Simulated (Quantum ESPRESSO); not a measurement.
# MgGe4 (I4/mmm) in Quantum ESPRESSO: equation of state with WC+D2

Aim: the equation of state of MgGe4 with WC+D2.

Program: Quantum ESPRESSO 7.5. These are calculated values, not measurements. Logs are shortened: lines on timing, memory, paths and dates and some standing lists are left out, and cuts for length are marked.

### Step 1. Starting point

The structure is tetragonal, space group I4/mmm (No. 139). The conventional cell has a = 4.266 Å, b = 4.266 Å, c = 10.346 Å, α = 90.00°, β = 90.00°, γ = 90.00°. Mg (site symmetry 4/mmm) has 16 Ge at 3.26 to 3.35 Å as nearest neighbours. Around Ge (site symmetry -4m2) lie 4 Ge at 2.52 Å. Around Ge (site symmetry 4mm) lie 5 Ge at 2.48 to 2.52 Å.

The cell was built by a generator and needn't be a form met in nature.

### Step 2. Equation of state, WC+D2

Contents of run.py:

```python
import numpy as np
from ase.calculators.espresso import Espresso, EspressoProfile
from ase.io import read

atoms = read('POSCAR')

input_data = {
    'control': {'calculation': 'scf', 'prefix': 'pwscf', 'outdir': './tmp', 'tprnfor': True, 'tstress': True, 'disk_io': 'nowf'},
    'system': {'ecutwfc': 45.0, 'ecutrho': 360.0, 'nbnd': 44, 'input_dft': 'wc', 'occupations': 'smearing', 'smearing': 'mv', 'degauss': 0.00734986, 'vdw_corr': 'grimme-d2'},
    'electrons': {'conv_thr': 1e-09, 'electron_maxstep': 120, 'mixing_beta': 0.5},
}
pseudopotentials = {'Mg': 'mg_pbe_v1.4.uspp.F.UPF', 'Ge': 'ge_pbe_v1.4.uspp.F.UPF'}
profile = EspressoProfile(command='pw.x', pseudo_dir='pseudo')
dft = Espresso(profile=profile, input_data=input_data, pseudopotentials=pseudopotentials, kpts=(4, 4, 4), koffset=(0, 0, 0))
atoms.calc = dft

from ase.eos import EquationOfState
from ase.units import GPa
cell, v, e = atoms.cell.copy(), [], []
for x in [0.94, 0.96, 0.98, 1.0, 1.02, 1.04, 1.06]:
    atoms.set_cell(cell * x ** (1 / 3), scale_atoms=True)
    v.append(atoms.get_volume() / len(atoms))
    e.append(atoms.get_potential_energy() / len(atoms))
    print(f'V {v[-1]:.6f} A^3/atom  E {e[-1]:.8f} eV/atom')
v0, e0, b0 = EquationOfState(v, e, eos='birchmurnaghan').fit()
print(f'V0 {v0:.5f} A^3/atom  E0 {e0:.6f} eV/atom  B0 {b0 / GPa:.2f} GPa')
```

Contents of POSCAR:

```
MgGe4
1.0
   -2.1328331200      2.1328331200      5.1728441700
    2.1328331200     -2.1328331200      5.1728441700
    2.1328331200      2.1328331200     -5.1728441700
Mg Ge
1 4
Direct
    0.0000000000      0.0000000000      0.0000000000
    0.7500000000      0.2500000000      0.5000000000
    0.2500000000      0.7500000000      0.5000000000
    0.3800000000      0.3800000000      0.0000000000
    0.6200000000      0.6200000000      0.0000000000
```

Potentials or basis: GBRV 1.5 PBE.

On the command line:

```sh
> OMP_NUM_THREADS=1 python run.py
```

Standard output:

```text
<dir> UserWarning: The minimum volume of your fit is not in your volumes.  You may not have a minimum in your dataset!
  warnings.warn(
V 17.695425 A^3/atom  E -2663.52437603 eV/atom
V 18.071923 A^3/atom  E -2663.55232759 eV/atom
V 18.448421 A^3/atom  E -2663.57472343 eV/atom
V 18.824920 A^3/atom  E -2663.59207128 eV/atom
V 19.201418 A^3/atom  E -2663.60486703 eV/atom
V 19.577917 A^3/atom  E -2663.61363375 eV/atom
V 19.954415 A^3/atom  E -2663.61873300 eV/atom
V0 20.36459 A^3/atom  E0 -2663.620542 eV/atom  B0 67.63 GPa
```

espresso.pwi:

```text
&CONTROL
   calculation      = 'scf'
   tstress          = .true.
   tprnfor          = .true.
   outdir           = './tmp'
   prefix           = 'pwscf'
   disk_io          = 'nowf'
   pseudo_dir       = 'pseudo'
/
&SYSTEM
   nbnd             = 44
   ecutwfc          = 45.0
   ecutrho          = 360.0
   occupations      = 'smearing'
   degauss          = 0.00734986
   smearing         = 'mv'
   input_dft        = 'wc'
   vdw_corr         = 'grimme-d2'
   ntyp             = 2
   nat              = 5
   ibrav            = 0
/
&ELECTRONS
   electron_maxstep = 120
   conv_thr         = 1e-09
   mixing_beta      = 0.5
/
&IONS
/
&CELL
/
&FCP
/
&RISM
/
ATOMIC_SPECIES
Mg 24.305 mg_pbe_v1.4.uspp.F.UPF
Ge 72.63 ge_pbe_v1.4.uspp.F.UPF

K_POINTS automatic
4 4 4  0 0 0

CELL_PARAMETERS angstrom
-2.17466399723878 2.17466399723878 5.27429824412401
2.17466399723878 -2.17466399723878 5.27429824412401
2.17466399723878 2.17466399723878 -5.27429824412401

ATOMIC_POSITIONS angstrom
Mg 0.0000000000 0.0000000000 0.0000000000  
Ge 0.0000000000 2.1746639972 2.6371491221  
Ge 2.1746639972 0.0000000000 2.6371491221  
Ge -0.0000000000 0.0000000000 4.0084666655  
Ge 0.0000000000 -0.0000000000 6.5401298227
```

espresso.pwo:

```text
This program is part of the open-source Quantum ESPRESSO suite
     for quantum simulation of materials; please cite
         "P. Giannozzi et al., J. Phys.:Condens. Matter 21 395502 (2009);
         "P. Giannozzi et al., J. Phys.:Condens. Matter 29 465901 (2017);
         "P. Giannozzi et al., J. Chem. Phys. 152 154105 (2020);
     in publications or presentations arising from this work. More details at

Warning: card &CELL ignored
Warning: card &FCP ignored
Warning: card &RISM ignored

     IMPORTANT: XC functional enforced from input :
     Exchange-correlation= WC
                           (   1   4  11   4   0   0   0)
     Any further DFT definition will be discarded
     Please, verify this is what you really want

     Message from routine setup:
     using ibrav=0 with symmetry is DISCOURAGED, use correct ibrav instead

     G-vector sticks info
     --------------------
     sticks:   dense  smooth     PW     G-vecs:    dense   smooth      PW
     Sum        3311    1655    563                77641    27451    5449

     Using Slab Decomposition

     bravais-lattice index     =            0
     lattice parameter (alat)  =      11.5376  a.u.
     unit-cell volume          =     673.2953 (a.u.)^3
     number of atoms/cell      =            5
     number of atomic types    =            2
     number of electrons       =        66.00
     number of Kohn-Sham states=           44
     kinetic-energy cutoff     =      45.0000  Ry
     charge density cutoff     =     360.0000  Ry
     scf convergence threshold =      1.0E-09
     mixing beta               =       0.5000
     number of iterations used =            8  plain     mixing
     Exchange-correlation= WC
                           (   1   4  11   4   0   0   0)

[... 236 lines left out ...]
   -15.0894 -15.0812 -15.0812 -15.0633 -15.0404 -15.0402 -15.0402 -15.0336
    -3.5815  -0.1612   3.3616   4.5324   5.0478   5.0478   7.3841   8.6546
     8.6546   9.8859  10.0822  11.2323  12.4418  12.4418  14.5250  14.5250
    14.8098  15.7020  15.8065  16.6936

          k =-1.4038-0.3509-0.1447 (  3428 PWs)   bands (ev):

   -67.1790 -33.9399 -33.9354 -33.9352 -15.2915 -15.2614 -15.2539 -15.2488
   -15.2471 -15.2409 -15.2366 -15.2002 -15.1758 -15.1413 -15.1380 -15.1253
   -15.1024 -15.0749 -15.0645 -15.0586 -15.0479 -15.0335 -15.0270 -15.0177
    -2.9328  -0.7404   1.5850   5.1808   5.3716   5.6489   7.5505   8.7014
     8.8066   9.6215  10.4883  11.5175  11.8457  12.7096  13.1001  14.2615
    14.3434  14.7398  15.1583  17.2823

          k = 0.0000 0.7019 0.0000 (  3433 PWs)   bands (ev):

   -67.1790 -33.9399 -33.9355 -33.9352 -15.2894 -15.2669 -15.2664 -15.2663
   -15.2366 -15.2245 -15.2241 -15.1977 -15.1952 -15.1611 -15.1373 -15.0908
   -15.0900 -15.0775 -15.0748 -15.0661 -15.0393 -15.0339 -15.0323 -15.0144
    -2.0479  -1.4285   1.4897   3.6366   5.7542   6.5585   7.1221   7.1493
     7.8931  10.6447  11.0506  11.2268  12.8404  13.5297  13.8550  14.1859
    14.4989  15.3227  15.8490  17.9987

          k =-1.0528-0.3509 0.0000 (  3428 PWs)   bands (ev):

   -67.1790 -33.9399 -33.9354 -33.9354 -15.3010 -15.2629 -15.2581 -15.2513
   -15.2507 -15.2396 -15.2284 -15.1883 -15.1829 -15.1629 -15.1285 -15.1169
   -15.1111 -15.0751 -15.0695 -15.0660 -15.0313 -15.0230 -15.0191 -15.0177
    -2.3568  -0.7520   1.0716   3.5304   4.6447   6.8064   7.4625   8.5620
     8.9874  10.3627  10.7312  11.1378  11.5873  12.1739  12.6201  14.8032
    16.1431  16.5382  16.6815  17.2806

          k =-1.4038-1.4038-0.5788 (  3414 PWs)   bands (ev):

   -67.1790 -33.9399 -33.9353 -33.9353 -15.2732 -15.2688 -15.2479 -15.2479
   -15.2435 -15.2435 -15.2425 -15.1995 -15.1909 -15.1643 -15.1131 -15.1080
   -15.0909 -15.0856 -15.0856 -15.0603 -15.0326 -15.0326 -15.0313 -15.0283
    -3.3142  -0.9952   3.3163   4.8620   4.8620   6.7063   7.5649   7.8668
     9.6161   9.6161  10.4917  12.0388  12.0388  12.5457  13.4770  13.6123
    13.6123  14.2809  15.5885  16.2267

     the Fermi energy is     9.3844 ev

!    total energy              =    -978.86191535 Ry
     estimated scf accuracy    <          1.3E-11 Ry
     smearing contrib. (-TS)   =       0.00005261 Ry
     internal energy E=F+TS    =    -978.86196795 Ry

     The total energy is F=E-TS. E is the sum of the following terms:
     one-electron contribution =    -622.67131108 Ry
     hartree contribution      =     364.41011352 Ry
     xc contribution           =    -248.99721016 Ry
     ewald contribution        =    -471.47187162 Ry
     Dispersion Correction     =      -0.13168862 Ry

     convergence has been achieved in   9 iterations

     Forces acting on atoms (cartesian axes, Ry/au):

     atom    1 type  1   force =     0.00000000    0.00000000    0.00000000
     atom    2 type  2   force =     0.00000000    0.00000000    0.00000000
     atom    3 type  2   force =    -0.00000000   -0.00000000    0.00000000
     atom    4 type  2   force =     0.00000000   -0.00000000    0.02857313
     atom    5 type  2   force =     0.00000000    0.00000000   -0.02857313

     Total force =     0.040409     Total SCF correction =     0.000010

     Computing stress (Cartesian axis) and pressure

          total   stress  (Ry/bohr**3)                   (kbar)     P=       12.70
   0.00013441  -0.00000000   0.00000000           19.77       -0.00        0.00
  -0.00000000   0.00013441  -0.00000000           -0.00       19.77       -0.00
  -0.00000000  -0.00000000  -0.00000986           -0.00       -0.00       -1.45

=------------------------------------------------------------------------------=
   JOB DONE.
=------------------------------------------------------------------------------=
```

Run time: 4.5 min. Hardware: 1 thread of Intel Xeon 6975P-C (Granite Rapids), shared host; peak memory 0.38 GiB.

What came out:

```yaml
Equilibrium_volume: "20.36 Å³/atom (rough: see the caveat)"
Bulk_modulus_at_fixed_shape_and_positions: 68 GPa (rough)
```

Energy against volume, from the lowest point:
```csv
volume (Å³/atom),energy (meV/atom)
17.695,94.36
18.072,66.41
18.448,44.01
18.825,26.66
19.201,13.87
19.578,5.10
19.954,0.00
```

Caveat: the k mesh is coarse (spacing up to 0.52 Å⁻¹), so the values aren't converged; D2 keeps the scale fitted for PBE; the potentials were made for another functional, which shifts forces and pressure; the minimum lies outside the volumes run; the cell was scaled at fixed shape and fractional positions, which overstates the stiffness of a crystal with free parameters, most of all of layers and chains.

### Step 3. The reference run

An earlier run on the cell as given: functional PBE; potentials or basis SSSP 1.3 efficiency PBE; cutoff 748 eV; density cutoff 5987 eV; k mesh 9 × 9 × 9; occupations fermi-dirac, width 0.05 eV; no spin polarisation.

* Pressure: 13.1 GPa
* Largest force: 0.771 eV/Å
* Band gap on the k mesh: none (metal or under the smearing width)
